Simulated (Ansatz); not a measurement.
Born–Oppenheimer molecular dynamics of a periodic cell of 16 atoms, Li (start crystal Li, start structure bcc, volume 1.15 times the crystal's). It goes on from the last frame of an earlier run, with new velocities.

Level of theory: Ansatz, DFT r2SCAN, scalar-relativistic, plane waves, PAW. Settings: cutoff 500 eV, k mesh 2x2x2, fermi-dirac smearing 0.16 eV, no spin polarisation.

```yaml
ensemble: NPT, Langevin
time_step: 1 fs
steps_asked: 40
set_temperature: 1260 K
friction: 0.01 /fs
pressure: 10 GPa
seed: 282250
```

Frames 2 fs apart, positions in Å, forces in eV/Å.

Velocities at 0.0 fs (Å/ps):

```
Li 17.40 15.49 -2.41
Li 21.55 10.46 4.32
Li 1.15 1.16 -4.34
Li -8.59 -24.71 -7.70
Li -6.09 -18.53 10.30
Li -17.57 -1.10 -7.40
Li -5.74 -4.36 3.93
Li -1.56 -18.79 -3.95
Li 23.05 7.72 7.55
Li -8.94 -15.16 6.29
Li -13.50 0.88 6.18
Li -6.21 1.80 0.57
Li 10.54 17.03 -15.62
Li -7.57 22.55 1.43
Li 17.98 1.37 -15.81
Li -15.91 4.17 16.66
```

```xyz
16
Lattice="7.3129 0.0000 0.0000 0.0000 7.3129 0.0000 0.0000 0.0000 7.3129" Properties=species:S:1:pos:R:3:forces:R:3 time_fs=0.0 energy_less_start_eV=0.000 T=1181
Li -0.028 -0.065 -0.789 0.29 -0.16 0.86
Li 3.066 0.735 -0.175 0.00 -0.37 0.01
Li 0.125 3.868 -0.423 0.29 -0.02 0.52
Li -0.255 -0.480 3.085 -0.01 0.55 0.33
Li 1.740 1.821 2.574 -0.02 0.43 -1.17
Li 3.988 3.292 -0.303 -0.55 0.61 0.03
Li 2.674 -0.546 3.423 0.91 0.41 0.79
Li 5.691 2.330 1.350 0.39 -0.59 0.48
Li 0.585 4.140 3.850 -0.59 -0.16 0.12
Li 1.774 5.414 1.932 -0.13 -0.60 -1.33
Li 0.987 1.373 4.765 0.45 0.26 0.49
Li 3.538 3.744 3.684 0.32 -0.24 0.06
Li 5.670 5.036 2.053 -0.41 -0.10 -0.41
Li 5.976 2.283 5.564 -0.53 -0.14 -0.65
Li 2.166 5.114 5.621 0.06 0.40 0.21
Li 5.514 5.684 5.694 -0.47 -0.27 -0.34
16
Lattice="7.3101 0.0000 0.0000 0.0000 7.3101 0.0000 0.0000 0.0000 7.3101" Properties=species:S:1:pos:R:3:forces:R:3 time_fs=2.0 energy_less_start_eV=0.093 T=1143
Li 0.013 -0.035 -0.793 0.21 -0.26 0.87
Li 3.106 0.760 -0.172 -0.02 -0.43 0.00
Li 0.123 3.871 -0.433 0.33 0.01 0.53
Li -0.269 -0.529 3.072 0.06 0.66 0.43
Li 1.729 1.790 2.594 -0.02 0.45 -1.18
Li 3.955 3.292 -0.317 -0.52 0.62 0.08
Li 2.667 -0.556 3.431 0.89 0.41 0.73
Li 5.684 2.293 1.343 0.37 -0.51 0.46
Li 0.629 4.155 3.864 -0.69 -0.21 0.13
Li 1.759 5.376 1.939 -0.06 -0.55 -1.36
Li 0.960 1.379 4.778 0.47 0.28 0.42
Li 3.524 3.747 3.688 0.39 -0.27 0.01
Li 5.688 5.070 2.018 -0.49 -0.25 -0.45
Li 5.959 2.327 5.560 -0.54 -0.17 -0.66
Li 2.202 5.112 5.586 0.02 0.42 0.33
Li 5.478 5.689 5.728 -0.40 -0.21 -0.31
16
Lattice="7.3015 0.0000 0.0000 0.0000 7.3015 0.0000 0.0000 0.0000 7.3015" Properties=species:S:1:pos:R:3:forces:R:3 time_fs=4.0 energy_less_start_eV=0.157 T=1106
Li 0.056 0.002 -0.794 0.12 -0.37 0.89
Li 3.140 0.780 -0.173 -0.04 -0.47 -0.01
Li 0.123 3.884 -0.439 0.35 0.02 0.53
Li -0.279 -0.566 3.064 0.12 0.75 0.52
Li 1.711 1.760 2.607 -0.01 0.46 -1.19
Li 3.924 3.296 -0.331 -0.50 0.61 0.14
Li 2.666 -0.564 3.442 0.86 0.40 0.65
Li 5.678 2.256 1.338 0.36 -0.44 0.43
Li 0.662 4.170 3.880 -0.76 -0.26 0.12
Li 1.746 5.336 1.932 0.00 -0.48 -1.35
Li 0.935 1.391 4.787 0.50 0.32 0.34
Li 3.514 3.744 3.692 0.44 -0.30 -0.05
Li 5.703 5.097 1.987 -0.57 -0.37 -0.49
Li 5.937 2.371 5.546 -0.53 -0.20 -0.66
Li 2.240 5.107 5.550 -0.02 0.45 0.44
Li 5.430 5.681 5.761 -0.31 -0.13 -0.29
16
Lattice="7.2885 0.0000 0.0000 0.0000 7.2885 0.0000 0.0000 0.0000 7.2885" Properties=species:S:1:pos:R:3:forces:R:3 time_fs=6.0 energy_less_start_eV=0.180 T=1101
Li 0.105 0.040 -0.789 0.03 -0.47 0.90
Li 3.172 0.797 -0.175 -0.05 -0.50 -0.02
Li 0.125 3.893 -0.442 0.36 0.02 0.51
Li -0.292 -0.589 3.057 0.17 0.81 0.59
Li 1.687 1.727 2.606 0.00 0.47 -1.19
Li 3.893 3.305 -0.344 -0.48 0.57 0.20
Li 2.663 -0.577 3.457 0.82 0.41 0.57
Li 5.679 2.217 1.341 0.33 -0.38 0.39
Li 0.689 4.183 3.893 -0.81 -0.30 0.10
Li 1.740 5.293 1.917 0.05 -0.41 -1.32
Li 0.914 1.407 4.787 0.53 0.36 0.28
Li 3.501 3.731 3.692 0.48 -0.33 -0.11
Li 5.709 5.113 1.962 -0.63 -0.46 -0.53
Li 5.907 2.407 5.518 -0.52 -0.21 -0.65
Li 2.273 5.107 5.516 -0.06 0.46 0.54
Li 5.372 5.672 5.790 -0.20 -0.05 -0.27
16
Lattice="7.2717 0.0000 0.0000 0.0000 7.2717 0.0000 0.0000 0.0000 7.2717" Properties=species:S:1:pos:R:3:forces:R:3 time_fs=8.0 energy_less_start_eV=0.156 T=1081
Li 0.156 0.075 -0.781 -0.06 -0.56 0.93
Li 3.199 0.812 -0.175 -0.06 -0.53 -0.02
Li 0.135 3.902 -0.443 0.35 0.00 0.49
Li -0.307 -0.604 3.051 0.21 0.83 0.64
Li 1.659 1.700 2.591 0.00 0.46 -1.16
Li 3.854 3.320 -0.361 -0.44 0.51 0.27
Li 2.668 -0.595 3.478 0.78 0.46 0.46
Li 5.681 2.176 1.351 0.30 -0.31 0.34
Li 0.708 4.189 3.902 -0.85 -0.32 0.09
Li 1.737 5.250 1.902 0.08 -0.34 -1.28
Li 0.896 1.423 4.787 0.56 0.40 0.20
Li 3.487 3.707 3.692 0.50 -0.36 -0.15
Li 5.707 5.119 1.928 -0.68 -0.52 -0.54
Li 5.872 2.440 5.483 -0.49 -0.22 -0.62
Li 2.305 5.107 5.487 -0.12 0.46 0.62
Li 5.310 5.657 5.816 -0.09 0.03 -0.26
16
Lattice="7.2517 0.0000 0.0000 0.0000 7.2517 0.0000 0.0000 0.0000 7.2517" Properties=species:S:1:pos:R:3:forces:R:3 time_fs=10.0 energy_less_start_eV=0.109 T=1109
Li 0.205 0.105 -0.768 -0.13 -0.64 0.95
Li 3.221 0.830 -0.177 -0.06 -0.56 -0.03
Li 0.147 3.908 -0.447 0.33 -0.03 0.48
Li -0.322 -0.613 3.045 0.25 0.83 0.69
Li 1.627 1.676 2.559 0.01 0.42 -1.10
Li 3.812 3.328 -0.382 -0.42 0.45 0.34
Li 2.678 -0.612 3.500 0.73 0.52 0.34
Li 5.681 2.136 1.365 0.26 -0.24 0.29
Li 0.725 4.191 3.915 -0.88 -0.33 0.06
Li 1.736 5.197 1.884 0.11 -0.27 -1.22
Li 0.876 1.438 4.789 0.59 0.44 0.08
Li 3.474 3.681 3.691 0.51 -0.38 -0.19
Li 5.696 5.123 1.889 -0.71 -0.57 -0.56
Li 5.828 2.473 5.444 -0.45 -0.23 -0.59
Li 2.329 5.109 5.463 -0.16 0.46 0.70
Li 5.256 5.632 5.835 0.00 0.11 -0.26
16
Lattice="7.2297 0.0000 0.0000 0.0000 7.2297 0.0000 0.0000 0.0000 7.2297" Properties=species:S:1:pos:R:3:forces:R:3 time_fs=12.0 energy_less_start_eV=0.025 T=1078
Li 0.247 0.127 -0.752 -0.18 -0.70 0.97
Li 3.243 0.842 -0.184 -0.06 -0.58 -0.03
Li 0.163 3.916 -0.449 0.29 -0.08 0.47
Li -0.339 -0.613 3.045 0.27 0.79 0.72
Li 1.596 1.649 2.519 0.02 0.40 -1.02
Li 3.776 3.335 -0.399 -0.42 0.40 0.41
Li 2.700 -0.627 3.521 0.68 0.57 0.21
Li 5.679 2.096 1.377 0.23 -0.18 0.24
Li 0.744 4.190 3.933 -0.90 -0.32 0.00
Li 1.738 5.143 1.854 0.13 -0.19 -1.12
Li 0.861 1.448 4.788 0.62 0.48 -0.02
Li 3.463 3.647 3.688 0.50 -0.39 -0.22
Li 5.674 5.123 1.846 -0.71 -0.59 -0.54
Li 5.777 2.502 5.403 -0.37 -0.25 -0.56
Li 2.346 5.110 5.445 -0.18 0.46 0.76
Li 5.207 5.606 5.854 0.09 0.18 -0.27
16
Lattice="7.2051 0.0000 0.0000 0.0000 7.2051 0.0000 0.0000 0.0000 7.2051" Properties=species:S:1:pos:R:3:forces:R:3 time_fs=14.0 energy_less_start_eV=-0.065 T=1037
Li 0.291 0.145 -0.736 -0.22 -0.74 0.99
Li 3.261 0.852 -0.186 -0.06 -0.59 -0.04
Li 0.179 3.922 -0.449 0.25 -0.12 0.45
Li -0.356 -0.615 3.043 0.28 0.73 0.73
Li 1.566 1.616 2.478 0.03 0.37 -0.95
Li 3.743 3.347 -0.414 -0.42 0.32 0.46
Li 2.730 -0.637 3.543 0.63 0.61 0.08
Li 5.674 2.055 1.391 0.21 -0.12 0.21
Li 0.761 4.185 3.940 -0.91 -0.32 -0.05
Li 1.741 5.095 1.821 0.15 -0.11 -1.02
Li 0.850 1.460 4.785 0.63 0.51 -0.10
Li 3.451 3.608 3.679 0.48 -0.39 -0.24
Li 5.646 5.115 1.796 -0.70 -0.58 -0.51
Li 5.729 2.524 5.356 -0.30 -0.26 -0.52
Li 2.359 5.112 5.428 -0.20 0.45 0.80
Li 5.166 5.585 5.871 0.15 0.24 -0.28
16
Lattice="7.1785 0.0000 0.0000 0.0000 7.1785 0.0000 0.0000 0.0000 7.1785" Properties=species:S:1:pos:R:3:forces:R:3 time_fs=16.0 energy_less_start_eV=-0.157 T=1085
Li 0.333 0.160 -0.718 -0.25 -0.77 0.99
Li 3.280 0.854 -0.186 -0.06 -0.58 -0.04
Li 0.191 3.922 -0.443 0.21 -0.16 0.42
Li -0.375 -0.619 3.042 0.28 0.68 0.75
Li 1.542 1.581 2.438 0.04 0.35 -0.89
Li 3.711 3.358 -0.429 -0.41 0.23 0.52
Li 2.761 -0.641 3.567 0.60 0.63 -0.05
Li 5.664 2.012 1.408 0.18 -0.07 0.17
Li 0.776 4.175 3.943 -0.92 -0.30 -0.09
Li 1.744 5.049 1.787 0.18 -0.03 -0.91
Li 0.843 1.475 4.776 0.64 0.51 -0.16
Li 3.434 3.566 3.666 0.46 -0.37 -0.26
Li 5.614 5.104 1.743 -0.68 -0.56 -0.48
Li 5.681 2.542 5.299 -0.24 -0.27 -0.48
Li 2.373 5.114 5.418 -0.25 0.44 0.82
Li 5.123 5.573 5.879 0.23 0.28 -0.30
16
Lattice="7.1478 0.0000 0.0000 0.0000 7.1478 0.0000 0.0000 0.0000 7.1478" Properties=species:S:1:pos:R:3:forces:R:3 time_fs=18.0 energy_less_start_eV=-0.267 T=1104
Li 0.368 0.171 -0.695 -0.27 -0.78 0.96
Li 3.299 0.849 -0.188 -0.05 -0.56 -0.04
Li 0.204 3.917 -0.430 0.16 -0.20 0.37
Li -0.392 -0.617 3.040 0.27 0.61 0.75
Li 1.522 1.543 2.395 0.05 0.33 -0.83
Li 3.673 3.362 -0.447 -0.40 0.14 0.56
Li 2.789 -0.638 3.592 0.57 0.66 -0.17
Li 5.653 1.964 1.429 0.15 -0.02 0.14
Li 0.786 4.165 3.946 -0.90 -0.27 -0.13
Li 1.748 5.003 1.752 0.20 0.04 -0.80
Li 0.839 1.492 4.763 0.64 0.49 -0.18
Li 3.421 3.524 3.648 0.42 -0.35 -0.28
Li 5.572 5.093 1.688 -0.66 -0.54 -0.42
Li 5.633 2.556 5.230 -0.18 -0.27 -0.42
Li 2.386 5.114 5.406 -0.31 0.41 0.83
Li 5.071 5.563 5.873 0.32 0.31 -0.31
16
Lattice="7.1147 0.0000 0.0000 0.0000 7.1147 0.0000 0.0000 0.0000 7.1147" Properties=species:S:1:pos:R:3:forces:R:3 time_fs=20.0 energy_less_start_eV=-0.396 T=1132
Li 0.398 0.172 -0.667 -0.28 -0.76 0.89
Li 3.321 0.840 -0.192 -0.05 -0.55 -0.04
Li 0.222 3.906 -0.413 0.09 -0.24 0.32
Li -0.402 -0.610 3.036 0.24 0.53 0.74
Li 1.508 1.509 2.346 0.07 0.31 -0.77
Li 3.628 3.363 -0.460 -0.37 0.03 0.58
Li 2.815 -0.632 3.613 0.55 0.69 -0.29
Li 5.644 1.914 1.450 0.12 0.04 0.11
Li 0.791 4.150 3.942 -0.88 -0.23 -0.16
Li 1.748 4.954 1.725 0.23 0.11 -0.71
Li 0.847 1.515 4.744 0.64 0.43 -0.17
Li 3.415 3.485 3.633 0.36 -0.31 -0.31
Li 5.525 5.079 1.629 -0.63 -0.49 -0.35
Li 5.585 2.558 5.157 -0.12 -0.27 -0.34
Li 2.392 5.116 5.397 -0.38 0.38 0.82
Li 5.017 5.551 5.863 0.42 0.32 -0.33
16
Lattice="7.0798 0.0000 0.0000 0.0000 7.0798 0.0000 0.0000 0.0000 7.0798" Properties=species:S:1:pos:R:3:forces:R:3 time_fs=22.0 energy_less_start_eV=-0.524 T=1119
Li 0.427 0.166 -0.634 -0.28 -0.72 0.81
Li 3.347 0.825 -0.202 -0.06 -0.51 -0.03
Li 0.242 3.895 -0.393 0.02 -0.29 0.27
Li -0.409 -0.600 3.030 0.20 0.44 0.72
Li 1.494 1.474 2.299 0.10 0.30 -0.72
Li 3.579 3.364 -0.469 -0.34 -0.08 0.60
Li 2.840 -0.624 3.631 0.53 0.71 -0.39
Li 5.628 1.864 1.478 0.08 0.10 0.08
Li 0.786 4.126 3.937 -0.83 -0.17 -0.17
Li 1.746 4.902 1.703 0.26 0.17 -0.61
Li 0.857 1.539 4.723 0.63 0.35 -0.13
Li 3.415 3.450 3.612 0.28 -0.27 -0.33
Li 5.475 5.058 1.566 -0.59 -0.44 -0.25
Li 5.537 2.554 5.083 -0.06 -0.27 -0.26
Li 2.396 5.119 5.393 -0.47 0.35 0.77
Li 4.965 5.537 5.851 0.53 0.32 -0.36
```

Of the whole run (40 fs, mean temperature of the second half 1299 K): The conserved energy stayed within 0.054 meV per atom of its start (net change -0.024 meV per atom), so the integration is sound. A run of 0.04 ps of so small a system gives no equilibrium averages. Limits of this set-up: coarse k mesh. The cell's volume went from 391 to 301 Å³.

Time of the run: 14 min on 1 thread of Intel(R) Xeon(R) Platinum 8488C (Sapphire Rapids), on a shared host, peak memory 0.85 GiB.
